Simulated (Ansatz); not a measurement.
# SiH4O3 (SMILES O[SiH](O)O) at PBE/6-311+G(d,p)

What is the electronic atomisation energy of SiH4O3 at PBE/6-311+G**? 

The calculation is run with Ansatz 0.2.0.

30 further runs of the same task are left out: 30 set aside as unsound or not needed. Runs told in other sessions of the task aren't counted.

### Step 1. The system as given

SiH4O3 has 8 atoms, charge 0, and is taken as a singlet. SMILES: `O[SiH](O)O`. The coordinates come from a PBE0-D4/def2-TZVP relaxation. This is one conformer, not always the lowest.

Bond lengths: O1–Si2 1.630 Å, Si2–O3 1.641 Å, Si2–O4 1.633 Å, O1–H5 0.959 Å, Si2–H6 1.476 Å, O3–H7 0.958 Å, O4–H8 0.958 Å. Angles: O1–Si2–O3 114.4°, O1–Si2–O4 109.0°, O3–Si2–O4 105.0°, O1–Si2–H6 104.5°, O3–Si2–H6 110.6°, O4–Si2–H6 113.5°, Si2–O1–H5 117.6°, Si2–O3–H7 117.9°, Si2–O4–H8 116.6°.

### Step 2. A single-point energy at PBE/6-311+G(d,p)

The input, job.yaml:

```yaml
crystal:
  periodic: [false, false, false]
  atoms:
    - {symbol: O, position_ang: [0.057900, 1.618800, -0.225000]}
    - {symbol: Si, position_ang: [-0.171600, 0.082600, 0.269200]}
    - {symbol: O, position_ang: [1.169300, -0.861100, 0.196500]}
    - {symbol: O, position_ang: [-1.250800, -0.639700, -0.721300]}
    - {symbol: H, position_ang: [0.176800, 1.769800, -1.164500]}
    - {symbol: H, position_ang: [-0.642800, 0.209400, 1.662000]}
    - {symbol: H, position_ang: [1.894900, -0.655000, 0.786800]}
    - {symbol: H, position_ang: [-1.141700, -1.581700, -0.859700]}
basis:
  gaussian: {orbitals: 6-311+G_st__st_-spherical.json}
hamiltonian: {xc: pbe}
accuracy: high
output: {orbitals: {seedname: orbitals}}
```

The basis set 6-311+G** is read from a file made from the Basis Set Exchange's data (not shown).

Run with:

```console
ansatz run job.yaml --threads 1 --pin off --max-ram 3480MiB --events-out events.jsonl --progress --plain --runs-dir runs
```

The log of the run:

```text
Warning: RAYON_NUM_THREADS=1 ignored (pool sized by the plan → 1); use --threads N
Functional definition: PBE
  name "PBE"
  parameter kappa = 0.804
  parameter beta = 0.06672455060314922
  exchange = pbe_x(kappa = kappa, mu = beta*pi^2/3)
  correlation = pbe_c(beta = beta)
2260 factors; integrals over basis functions are off by at most 4.0e-9 eV
mean field evaluation 1: about -14062.6103 eV, gradient 1.0e2 eV
mean field evaluation 2: about -13991.6379 eV, gradient 2.1e2 eV
mean field evaluation 4: about -14079.2581 eV, gradient 3.9e0 eV
mean field evaluation 8: about -14079.2967 eV, gradient 7.0e-1 eV
mean field evaluation 16: about -14079.2976 eV, gradient 7.9e-6 eV
mean field -14079.29755885 eV, -517.4046419971 hartree, gradient 3.2e-8 eV, S^2 0.000000; 0 other end points of the search recorded, 0 dependent functions left out
reference -14079.29756448 eV, -517.4046422039 hartree; 21, 21 occupied and 99, 99 virtual orbitals, 2260 factors
Total energy: -14079.29756448 eV, -517.4046422039 hartree
```

It took 9.3 s on 1 thread of Arm Neoverse V2, shared host; peak memory 0.33 GiB.

### Step 3. The H atom

The input, molecule.yaml:

```yaml
crystal:
  periodic: [false, false, false]
  atoms:
    - {symbol: H, position_ang: [0.000000, 0.000000, 0.000000]}
basis:
  gaussian:
    orbitals: 6-311+G_st__st_.json
accuracy: high
hamiltonian:
  xc: pbe
magnetization:
  spin_polarized: true
  initial_magnetization: 1
```

The basis set 6-311+G** is read from a file made from the Basis Set Exchange's data (not shown).

Run the same way, it converges to -0.49962 Eh (log not shown).

### Step 4. The O atom at the same level

The input, run.yaml:

```yaml
crystal:
  periodic: [false, false, false]
  atoms:
    - symbol: O
      position_ang: [0.000000, 0.000000, 0.000000]
basis:
  gaussian:
    orbitals: 6-311+G_st__st_.json
magnetization:
  spin_polarized: true
  initial_magnetization: 2
hamiltonian:
  xc: pbe
accuracy: high
```

The basis set 6-311+G** is read from a file made from the Basis Set Exchange's data (not shown).

Run with:

```console
ansatz run run.yaml --threads 1 --pin off --max-ram 3480MiB --events-out events.jsonl --progress --plain --runs-dir runs
```

The log of the run (excerpt; [...] marks lines left out):

```text
Warning: RAYON_NUM_THREADS=1 ignored (pool sized by the plan → 1); use --threads N
[... 6 set-up lines as earlier in the session ...]
174 factors; integrals over basis functions are off by at most 3.4e-9 eV
mean field evaluation 1: about -2040.6641 eV, gradient 9.2e0 eV
mean field evaluation 2: about -2040.5999 eV, gradient 1.0e1 eV
mean field evaluation 4: about -2040.9456 eV, gradient 1.2e-2 eV
mean field evaluation 8: about -2040.9458 eV, gradient 3.0e-4 eV
mean field evaluation 16: about -2040.7827 eV, gradient 6.5e0 eV
mean field -2040.94584203 eV, -75.0033762919 hartree, gradient 6.2e-9 eV, S^2 2.002745; 1 other end points of the search recorded, 0 dependent functions left out
reference -2040.94584464 eV, -75.0033763876 hartree; 5, 3 occupied and 17, 19 virtual orbitals, 174 factors
Total energy: -2040.94584464 eV, -75.0033763876 hartree
```

It took 0.52 s on 1 thread of Arm Neoverse V2, shared host.

### Step 5. The Si atom

The input, input.yaml:

```yaml
crystal:
  periodic: [false, false, false]
  atoms:
    - {symbol: Si, position_ang: [0.000000, 0.000000, 0.000000]}
basis:
  gaussian:
    orbitals: 6-311+G_st__st_-spherical.json
magnetization:
  spin_polarized: true
  initial_magnetization: 2
hamiltonian:
  xc: pbe
accuracy: high
```

The basis set 6-311+G** is read from a file made from the Basis Set Exchange's data (not shown).

Run the same way, it converges to -289.22484 Eh (log not shown).

### Step 6. What came out

At PBE/6-311+G**:

| quantity | value |
| --- | --- |
| molecule: total energy | -517.40464 Eh |
| molecule: HOMO energy | -7.57 eV |
| molecule: LUMO energy | -0.81 eV |
| molecule: HOMO–LUMO gap | 6.76 eV |
| H atom: total energy | -0.49962 Eh |
| H atom: ⟨S²⟩ | 0.750 |
| O atom: total energy | -75.00338 Eh |
| O atom: ⟨S²⟩ | 2.003 |
| Si atom: total energy | -289.22484 Eh |
| Si atom: ⟨S²⟩ | 2.002 |
| electronic atomisation energy | 31.870 eV |

**Reading.** Taking the molecule apart into free atoms costs 31.87 eV (735 kcal/mol), before zero-point energy and without spin-orbit coupling.
